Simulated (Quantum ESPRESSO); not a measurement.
A run of Quantum ESPRESSO 7.5:

pw.in

```
&CONTROL
  calculation = 'scf'
  prefix = 'pwscf'
  outdir = './tmp'
  pseudo_dir = './pseudo'
  tprnfor = .true.
  tstress = .true.
  disk_io = 'low'
/
&SYSTEM
  ibrav = 0
  nat = 2
  ntyp = 2
  ecutwfc = 45
  ecutrho = 360
  nbnd = 15
  occupations = 'smearing'
  smearing = 'mv'
  degauss = 0.01469973
/
&ELECTRONS
  conv_thr = 4d-10
  electron_maxstep = 120
  mixing_beta = 0.5
/
ATOMIC_SPECIES
Nb    92.9064 nb_pbesol_v1.uspp.F.UPF
Si    28.0850 si_pbesol_v1.uspp.F.UPF
CELL_PARAMETERS angstrom
   3.1564400000    0.0000000000    0.0000000000
   0.0000000000    3.1564400000    0.0000000000
   0.0000000000    0.0000000000    3.1564400000
ATOMIC_POSITIONS crystal
Nb     0.0000000000    0.0000000000    0.0000000000
Si     0.5000000000    0.5000000000    0.5000000000
K_POINTS automatic
8 8 8 0 0 0
```

Contents of relax.in:

```
&CONTROL
  calculation = 'vc-relax'
  prefix = 'pwscf'
  outdir = './tmp'
  pseudo_dir = './pseudo'
  tprnfor = .true.
  tstress = .true.
  disk_io = 'low'
  nstep = 40
  forc_conv_thr = 0.0001
  etot_conv_thr = 1d-06
/
&SYSTEM
  ibrav = 0
  nat = 2
  ntyp = 2
  ecutwfc = 45
  ecutrho = 360
  nbnd = 15
  occupations = 'smearing'
  smearing = 'mv'
  degauss = 0.01469973
/
&ELECTRONS
  conv_thr = 4d-10
  electron_maxstep = 120
  mixing_beta = 0.5
/
&IONS
  ion_dynamics = 'bfgs'
/
&CELL
  cell_dynamics = 'bfgs'
  press = 50
  press_conv_thr = 0.2
/
ATOMIC_SPECIES
Nb    92.9064 nb_pbesol_v1.uspp.F.UPF
Si    28.0850 si_pbesol_v1.uspp.F.UPF
CELL_PARAMETERS angstrom
   3.1564400000    0.0000000000    0.0000000000
   0.0000000000    3.1564400000    0.0000000000
   0.0000000000    0.0000000000    3.1564400000
ATOMIC_POSITIONS crystal
Nb     0.0000000000    0.0000000000    0.0000000000
Si     0.5000000000    0.5000000000    0.5000000000
K_POINTS automatic
8 8 8 0 0 0
```

scf2.in

```
&CONTROL
  calculation = 'scf'
  prefix = 'pwscf'
  outdir = './tmp'
  pseudo_dir = './pseudo'
  tprnfor = .true.
  tstress = .true.
  disk_io = 'low'
/
&SYSTEM
  ibrav = 0
  nat = 2
  ntyp = 2
  ecutwfc = 45
  ecutrho = 360
  nbnd = 15
  occupations = 'smearing'
  smearing = 'mv'
  degauss = 0.01469973
/
&ELECTRONS
  conv_thr = 1d-13
  electron_maxstep = 120
  mixing_beta = 0.5
  startingpot = 'file'
  startingwfc = 'file'
/
ATOMIC_SPECIES
Nb    92.9064 nb_pbesol_v1.uspp.F.UPF
Si    28.0850 si_pbesol_v1.uspp.F.UPF
CELL_PARAMETERS angstrom
   3.0981152907    0.0000000000    0.0000000000
   0.0000000000    3.0981152907    0.0000000000
   0.0000000000    0.0000000000    3.0981152907
ATOMIC_POSITIONS crystal
Nb     0.0000000000    0.0000000000    0.0000000000
Si     0.5000000000    0.5000000000    0.5000000000
K_POINTS automatic
8 8 8 0 0 0
```

Contents of ph.in:

```
phonons of NbSi
&INPUTPH
  prefix = 'pwscf'
  outdir = './tmp'
  tr2_ph = 1d-18
  fildyn = 'dyn'
  niter_ph = 90
  alpha_mix(1) = 0.4
/
0.0000000000 0.0000000000 0.0000000000
```

Contents of dynmat.in:

```
&INPUT
  fildyn = 'dyn'
  asr = 'crystal'
  filout = 'dynmat.disp'
  fileig = 'dynmat.eig'
/
```

Potentials or basis: GBRV 1.5 PBEsol.

Launch:

```bash
$ OMP_NUM_THREADS=1 pw.x -in pw.in > pw.out
$ OMP_NUM_THREADS=1 pw.x -in relax.in > relax.out
$ OMP_NUM_THREADS=1 pw.x -in scf2.in > scf2.out
$ OMP_NUM_THREADS=1 ph.x -in ph.in > ph.out
$ OMP_NUM_THREADS=1 dynmat.x -in dynmat.in > dynmat.out
```

Hardware: 1 thread of Intel(R) Xeon(R) Processor @ 2.50GHz (Skylake/Cascade Lake), with other jobs on the host.

**Question.** Estimate the wall time of this run.

**Answer.** It took 5.1 min on 1 thread of Intel(R) Xeon(R) Processor @ 2.50GHz (Skylake/Cascade Lake), on a shared host, peak memory 0.13 GiB. Counts: scf iterations 48, k pools 1, bands 15, ion steps 4, k points 35, g dense 24405.
